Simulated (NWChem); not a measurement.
**RO-mPW1PW91/aug-cc-pVDZ/aug-cc-pVDZ-PP (core potential, COSMO-KS nitromethane) run of SnH3O (SMILES [OH][SnH2])**

What is the vertical ionisation energy of SnH3O at RO-mPW1PW91/aug-cc-pVDZ/aug-cc-pVDZ-PP (core potential, COSMO-KS nitromethane)? 

The calculation is run with NWChem 7.3.0.

1 further run of the same task is left out (it didn't finish).

### Step 1. Starting point

SnH3O: 5 atoms, total charge 0, spin state doublet. SMILES: `[OH][SnH2]`. The shape is that of a PBE0-D4/def2-TZVP optimisation. This is one conformer, not always the lowest.

Bond lengths: O1–Sn2 1.976 Å, O1–H3 0.960 Å, Sn2–H4 1.735 Å, Sn2–H5 1.722 Å. Angles: O1–Sn2–H4 106.9°, O1–Sn2–H5 101.9°, Sn2–O1–H3 113.3°, H4–Sn2–H5 111.7°.

### Step 2. A single-point energy at RO-mPW1PW91/aug-cc-pVDZ/aug-cc-pVDZ-PP (core potential, COSMO-KS nitromethane)

The input, m1.xyz:

```xyz
5

O      0.707400    -0.732900     0.861900
Sn     0.104500     0.308800    -0.705500
H      0.368600    -1.631300     0.873200
H     -1.606800     0.061300    -0.845900
H      0.476300     1.920400    -0.224900
```

The input, m1.nw:

```
START m1
memory total 2200 mb
charge 0
GEOMETRY noautosym nocenter noautoz
   load format xyz m1.xyz
END
BASIS spherical bse
   * library aug-cc-pVDZ except Sn
   Sn library aug-cc-pVDZ-PP
END
ECP bse
   Sn library aug-cc-pVDZ-PP
END
COSMO
   solvent ch3no2
   do_cosmo_ks true
END
DFT
   xc mpw91 0.75 perdew91 1.0 hfexch 0.25
   mult 2
   rodft
   cgmin
   grid medium
   direct
   iterations 150
   mulliken
END
TASK dft energy
```

The run is started by

```console
$ nwchem m1.nw > m1.out
```

Output:

```text
[...]
 **** WARNING Zero Coefficient **** on atom "              Sn"
 angular momentum value:-1  standard basis set name: "aug-cc-pVDZ-PP"
 input line that generated warning:
  1958: 2       1.0000000              0.0000000
[...]
          Wavefunction type:  restricted open shell.
          No. of atoms     :     5
          No. of electrons :    33
[...]
          Charge           :     0
          Spin multiplicity:     2
[...]
          AO basis - number of functions:    82
[...]
              XC Information
              --------------
                     Hartree-Fock (Exact) Exchange  0.250
                        mPW91  Exchange Functional  0.750
                Perdew 1991 Correlation Functional  1.000 non-local
            Perdew 1991 LDA Correlation Functional  1.000 local
[...]
         Total DFT energy =     -291.378655837963
      One electron energy =     -627.293943011441
           Coulomb energy =      284.161641975233
    Exchange-Corr. energy =      -21.235680631521
 Nuclear repulsion energy =       73.023543714643
             COSMO energy =       -0.034217884878
[...]
```

It took 59 s on 1 thread of Intel Xeon Platinum 8488C (Sapphire Rapids), shared host; peak memory 0.11 GiB.

### Step 3. The singlet cation

The input, run.sdf:

```

     RDKit          3D

  5  4  0  0  0  0  0  0  0  0999 V2000
    0.7074   -0.7329    0.8619 O   0  0  0  0  0  0  0  0  0  0  0  0
    0.1045    0.3088   -0.7055 Sn  0  0  0  0  0  4  0  0  0  0  0  0
    0.3686   -1.6313    0.8732 H   0  0  0  0  0  0  0  0  0  0  0  0
   -1.6068    0.0613   -0.8459 H   0  0  0  0  0  0  0  0  0  0  0  0
    0.4763    1.9204   -0.2249 H   0  0  0  0  0  0  0  0  0  0  0  0
  2  1  2  0
  3  1  1  0
  4  2  1  0
  5  2  1  0
M  CHG  1   1   1
M  END
$$$$
```

The input, run.py:

```python
from ase.io import read
from ase.calculators.nwchem import NWChem

atoms = read('run.sdf')

calc = NWChem(
    label='run',
    theory='dft',
    memory='2200 mb',
    basis={'O': 'aug-cc-pVDZ', 'Sn': 'aug-cc-pVDZ-PP', 'H': 'aug-cc-pVDZ'},
    basispar='spherical bse',
    charge=1,
    cosmo={'solvent': 'ch3no2', 'do_cosmo_ks': 'true'},
    dft={'xc': 'mpw91 0.75 perdew91 1.0 hfexch 0.25', 'mult': '1', 'grid': 'medium', 'direct': None, 'iterations': '150', 'mulliken': None, 'print': 'low'},
    task='energy',
    **{'ecp bse': {'Sn library': 'aug-cc-pVDZ-PP'}},
)
atoms.calc = calc

print(f"energy = {atoms.get_potential_energy():.6f} eV")
```

The run is started by

```console
$ export ASE_NWCHEM_COMMAND="nwchem PREFIX.nwi > PREFIX.nwo"
$ python run.py
```

Output:

```text
energy = -7923.401163 eV
```

The calculator wrote run.nwi:

```
title "run"

permanent_dir run

scratch_dir run

start run

geometry units angstrom nocenter noautosym noautoz
  O  7.0740000000000003e-01 -7.3290000000000000e-01 8.6190000000000000e-01
  Sn 1.0450000000000000e-01 3.0880000000000002e-01 -7.0550000000000002e-01
  H  3.6859999999999998e-01 -1.6313000000000000e+00 8.7319999999999998e-01
  H  -1.6068000000000000e+00 6.1300000000000000e-02 -8.4589999999999999e-01
  H  4.7630000000000000e-01 1.9204000000000001e+00 -2.2489999999999999e-01
end

charge 1

memory 2200 mb

basis spherical bse noprint
   O library aug-cc-pVDZ
  Sn library aug-cc-pVDZ-PP
   H library aug-cc-pVDZ
end

cosmo
  solvent ch3no2
  do_cosmo_ks true
end
dft
  xc mpw91 0.75 perdew91 1.0 hfexch 0.25
  mult 1
  grid medium
  direct
  iterations 150
  mulliken
  print low
end
ecp bse
  Sn library aug-cc-pVDZ-PP
end

task dft energy
```

run.nwo:

```text
Northwest Computational Chemistry Package (NWChem) 7.3.0
             --------------------------------------------------------

           Job information
           ---------------

    nwchem branch   = 7.3.0
    use scalapack   = T
    input           = run.nwi
    prefix          = run.
    data base       = run/run.db
    status          = startup
    nproc           =        1

           Memory information
           ------------------

    heap     =     72089594 doubles =      550.0 Mbytes
    stack    =     72089599 doubles =      550.0 Mbytes
    global   =    144179200 doubles =     1100.0 Mbytes (distinct from heap & stack)
    total    =    288358393 doubles =     2200.0 Mbytes
    verify   = yes
    hardfail = no

           Directory information
           ---------------------

  0 permanent = run
  0 scratch   = run

                                NWChem Input Module
                                -------------------

                                        run
                                        ---

 Scaling coordinates for geometry "geometry" by  1.889725989
 (inverse scale =  0.529177249)

                             Geometry "geometry" -> ""
                             -------------------------

 Output coordinates in angstroms (scale by  1.889725989 to convert to a.u.)

  No.       Tag          Charge          X              Y              Z
 ---- ---------------- ---------- -------------- -------------- --------------
    1 O                    8.0000     0.70740000    -0.73290000     0.86190000
    2 Sn                  50.0000     0.10450000     0.30880000    -0.70550000
    3 H                    1.0000     0.36860000    -1.63130000     0.87320000
    4 H                    1.0000    -1.60680000     0.06130000    -0.84590000
    5 H                    1.0000     0.47630000     1.92040000    -0.22490000

      Atomic Mass
      -----------

[... 6 lines left out ...]
            Nuclear Dipole moment (a.u.)
[... 43 lines left out ...]
 **** WARNING Zero Coefficient **** on atom "              Sn"
[... 1 line left out ...]
 input line that generated warning:
[... 74 lines left out ...]
   convergence    iter        energy       DeltaE   RMS-Dens  Diis-err    time
[... 18 lines left out ...]
   convergence    iter        energy       DeltaE   RMS-Dens  Diis-err    time
[... 9 lines left out ...]
         Total DFT energy =     -291.179624455547
      One electron energy =     -611.982805345134
           Coulomb energy =      281.915604728212
    Exchange-Corr. energy =      -27.534456160260
 Nuclear repulsion energy =       73.023543714643

             COSMO energy =       -6.601511393008

 Numeric. integr. density =       31.999974657085

     Total iterative time =     21.2s

                                   COSMO solvation results
                                   -----------------------

                 gas phase energy =      -291.059148705572
                 sol phase energy =      -291.179624455547
 (electrostatic) solvation energy =         0.120475749975 (   75.60 kcal/mol)

     ---------------------------------------------
      Total Density - Mulliken Population Analysis
     ---------------------------------------------

    Atom       Charge   Shell Charges
 -----------   ------   -------------------------------------------------------
    1 O    8     8.79   2.01  0.84  0.92  0.19  2.80  1.79  0.23  0.01 -0.00
    2 Sn  22    20.60   0.01  1.99  1.10  0.10  0.02  6.01  1.07  0.21 -0.01  9.78  0.34 -0.01
    3 H    1     0.79   0.72 -0.01 -0.01  0.08  0.01
    4 H    1     0.91   0.64  0.26  0.00  0.01  0.01
    5 H    1     0.91   0.64  0.26 -0.00  0.01  0.00

     -------------------------------------------
      Total Density - Lowdin Population Analysis
     -------------------------------------------

    Atom       Charge   Shell Charges
 -----------   ------   -------------------------------------------------------
    1 O    8     8.27   1.91  0.80  0.61  0.11  2.63  1.80  0.31  0.01  0.10
    2 Sn  22    20.38   0.85  1.07  0.55  0.28  0.07  5.73  1.01  0.47  0.04  9.52  0.65  0.14
    3 H    1     1.16   0.50  0.13  0.03  0.19  0.31
    4 H    1     1.09   0.53  0.35  0.06  0.03  0.13
    5 H    1     1.10   0.53  0.35  0.06  0.03  0.13

 Task  times  cpu:       21.7s     wall:       21.7s
 Total times  cpu:       21.8s     wall:       21.8s
```

Wall time 23 s (1 thread of Intel Xeon Platinum 8488C (Sapphire Rapids), shared host); peak memory 0.11 GiB.

### Step 4. Summary of results

Level: RO-mPW1PW91/aug-cc-pVDZ/aug-cc-pVDZ-PP (core potential, COSMO-KS nitromethane).

```
                                          quantity          value
                       doublet SnH3O: total energy  -291.37866 Eh
         doublet SnH3O: solvent term in the energy   -24.0 kJ/mol
                      singlet cation: total energy  -291.17962 Eh
        singlet cation: solvent term in the energy  -316.3 kJ/mol
vertical ionisation energy (to the singlet cation)       5.416 eV
```

Removing an electron at fixed nuclei costs 5.42 eV (125 kcal/mol). The continuum is in equilibrium with both charges, so this lies below a true vertical value in solution, where the slow polarisation stays frozen. Only the singlet of the ionised species was computed; a triplet could lie lower. Mulliken charges (singlet cation) run from -0.79 on O1 to +1.40 on Sn2; in a basis this large or diffuse they mean little.
